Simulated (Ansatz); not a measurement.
# Hf2SnS3: the cost of one run

Method: DFT PBE, scalar-relativistic, plane waves, PAW, in Ansatz 0.2.0.

### 1 The system as given

It takes space group P4/mmm (No. 123, tetragonal). The conventional cell has a = 5.007 Å, b = 5.007 Å, c = 5.569 Å, α = 90.00°, β = 90.00°, γ = 90.00°. Hf (site symmetry 4/mmm) has 4 S at 2.50 Å and 2 Sn at 2.78 Å in its first shell of neighbours. Hf (site symmetry 4/mmm) is surrounded by 6 S at 2.50 to 2.78 Å. Sn (site symmetry 4/mmm) has 2 Hf at 2.78 Å in its first shell of neighbours. S (site symmetry mmm) is surrounded by 4 Hf at 2.50 Å. S (site symmetry 4/mmm) is surrounded by 2 Hf at 2.78 Å.

Coordinates:

```cif
data_structure
_symmetry_space_group_name_H-M 'P 1'
_symmetry_Int_Tables_number 1
_cell_length_a 5.0069
_cell_length_b 5.0069
_cell_length_c 5.5695
_cell_angle_alpha 90.000
_cell_angle_beta 90.000
_cell_angle_gamma 90.000
_cell_volume 139.62
loop_
_atom_site_label
_atom_site_type_symbol
_atom_site_fract_x
_atom_site_fract_y
_atom_site_fract_z
_atom_site_occupancy
Hf1 Hf 0.50000 0.50000 0.00000 1
Hf2 Hf 0.00000 0.00000 0.00000 1
Sn1 Sn 0.50000 0.50000 0.50000 1
S1 S 0.00000 0.50000 0.00000 1
S2 S 0.50000 0.00000 0.00000 1
S3 S 0.00000 0.00000 0.50000 1
```

It is the end of an earlier relaxation with the same method, from a generated guess; it is a trial structure. At a tolerance of 0.05 Å it has space group P4/mmm (No. 123); it has 23.27 Å³/atom, an uncorrected energy of -0.80 eV/atom over the elements.

### 2 Electronic structure at the relaxed geometry

The input, input.yaml:

```yaml
crystal:
  lattice:
    - [5.0068749412, 0.0, 0.0]
    - [0.0, 5.0068749412, 0.0]
    - [0.0, 0.0, 5.5694527518]
  atoms:
    - { symbol: Hf, position: [0.5, 0.5, 0.0] }
    - { symbol: Hf, position: [0.0, 0.0, 0.0] }
    - { symbol: Sn, position: [0.5, 0.5, 0.5] }
    - { symbol: S, position: [0.0, 0.5, 0.0] }
    - { symbol: S, position: [0.5, 0.0, 0.0] }
    - { symbol: S, position: [0.0, 0.0, 0.5] }
basis:
  ecutwfc: 420
kpoints:
  mp_grid: { grid: [8, 8, 8] }
  band_path:
    path:
      - [[0.0, 0.0, 0.0], [0.0, 0.5, 0.0], [0.5, 0.5, 0.0], [0.0, 0.0, 0.0], [0.0, 0.0, 0.5], [0.0, 0.5, 0.5], [0.5, 0.5, 0.5], [0.0, 0.0, 0.5]]
      - [[0.0, 0.5, 0.0], [0.0, 0.5, 0.5]]
      - [[0.5, 0.5, 0.0], [0.5, 0.5, 0.5]]
    npoints: 14
hamiltonian:
  xc: pbe
scf:
  occupations: { method: gaussian, width: 0.1 }
  n_extra_bands: 15
output:
  forces: true
  stress: true
  eigenvalues: true
  populations: true
  dos: { projected: true, de: 0.02, nscf_kmesh: { grid: [10, 10, 10] } }
  bader: true
  write_density: true
  write_potential: true
  elf: true
  volumetric_format: npy
```

Launch:

```bash
$ ansatz run input.yaml --threads 1 --pin off --max-ram 2560MiB --backend cpu --events-out ev --progress --plain --runs-dir out
```

**Question.** How long does this run take on 1 thread of Arm Neoverse V1, shared host, and how much memory does it need?

About 2.9 min, with a peak of 0.88 GiB.
